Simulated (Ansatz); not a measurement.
**GeH− (singlet): the correlation ladder at distance Ge1–H2 = 2.035 Å, aug-cc-pVDZ**

Aim: climb from Hartree-Fock through coupled cluster and multireference methods for GeH− (singlet) at one geometry and basis, and see what each rung misses.

The runs use Ansatz 0.2.0, Gaussian basis; aug-cc-pVDZ, core rule «outside noble gas», up to 14 orbitals frozen.

The runs, in order: UHF; CCSD(T) on RHF; CCSD(T) on UHF; BCCD(T) on RHF; CISD; CCSDT(Q) on RHF; CCSDT(Q) on UHF; CASSCF and MRCISD+Q, 2 electrons in 2 orbitals; CASSCF and NEVPT2, 2 electrons in 2 orbitals; CASSCF and MRCISD+Q, 6 electrons in 5 orbitals; CASSCF and NEVPT2, 6 electrons in 5 orbitals; Full CI.

21 further runs of the same task are left out: 4 for a known fault of the program, 14 that didn't finish, 3 set aside as unsound or not needed.

**1. What is computed**

The geometry derives from a PBE0/def2-TZVPD stationary point (not a proven minimum). One bond is set to the value named and the two fragments are kept rigid. No spin-orbit coupling is included. The filled d shell of Ge may be among the frozen orbitals whatever the setting's name suggests; the logs give the count.

2 atoms, charge -1, spin multiplicity 1.

Atoms are counted from 1 here; the program's logs count them from 0.

No contacts short enough for the rule that draws bonds.

**2. UHF**

in.yaml reads:

```yaml
crystal:
  periodic: [false, false, false]
  atoms:
    - {symbol: Ge, position_ang: [0.000000, 0.000000, 0.000000]}
    - {symbol: H, position_ang: [0.000000, 0.000000, 2.035000]}
basis:
  gaussian: {orbitals: aug-cc-pVDZ}
total_charge: -1
magnetization: {spin_polarized: true, initial_magnetization: 0}
hamiltonian: {xc: hf}
output: {orbitals: {seedname: orbitals}}
```

Command:

```console
> ansatz run in.yaml --threads 1 --pin off --events-out ev --progress --plain --max-ram 2393MiB
```

The runs that follow: CCSD(T) on RHF; CCSD(T) on UHF; BCCD(T) on RHF; CISD; CCSDT(Q) on RHF; CCSDT(Q) on UHF; CASSCF and MRCISD+Q, 2 electrons in 2 orbitals; CASSCF and NEVPT2, 2 electrons in 2 orbitals; CASSCF and MRCISD+Q, 6 electrons in 5 orbitals; CASSCF and NEVPT2, 6 electrons in 5 orbitals; Full CI.

Before running them: what should the planned runs give, taken together? Wanted: FCI below the RHF energy; RMP2 from FCI; RCCSD from FCI; RCCSD(T) from FCI; RCCSDT(Q) from FCI; NEVPT2 valence from FCI; MRCISD+Q valence from FCI; T1 diagnostic; effectively unpaired electrons.

As calculated:

```
                         quantity                                value
         FCI below the RHF energy                           -3.5269 eV
                    RMP2 from FCI                      +24.70 kcal/mol
                   RCCSD from FCI                       +7.10 kcal/mol
                RCCSD(T) from FCI                       +3.76 kcal/mol
               RCCSDT(Q) from FCI                       -0.15 kcal/mol
          NEVPT2 valence from FCI                      +17.24 kcal/mol
        MRCISD+Q valence from FCI                       -0.31 kcal/mol
levels within 1 kcal/mol (43 meV)  RCCSDT, RCCSDT(Q), MRCISD+Q valence
                    T1 diagnostic                                0.017
   effectively unpaired electrons                                 2.08
```

In words: RCCSD(T) lands +3.76 kcal/mol from the yardstick (4.6 % of the correlation energy). RCCSDT(Q), MRCISD+Q valence fall below full CI, which methods that aren't variational can do. The occupations show strong static correlation (2.1 unpaired electrons where one determinant has 0). Of the multireference levels listed MRCISD+Q valence comes nearest in total energy (-0.31 kcal/mol), which doesn't show that its space is the better one. These misses are within one basis, not against nature.
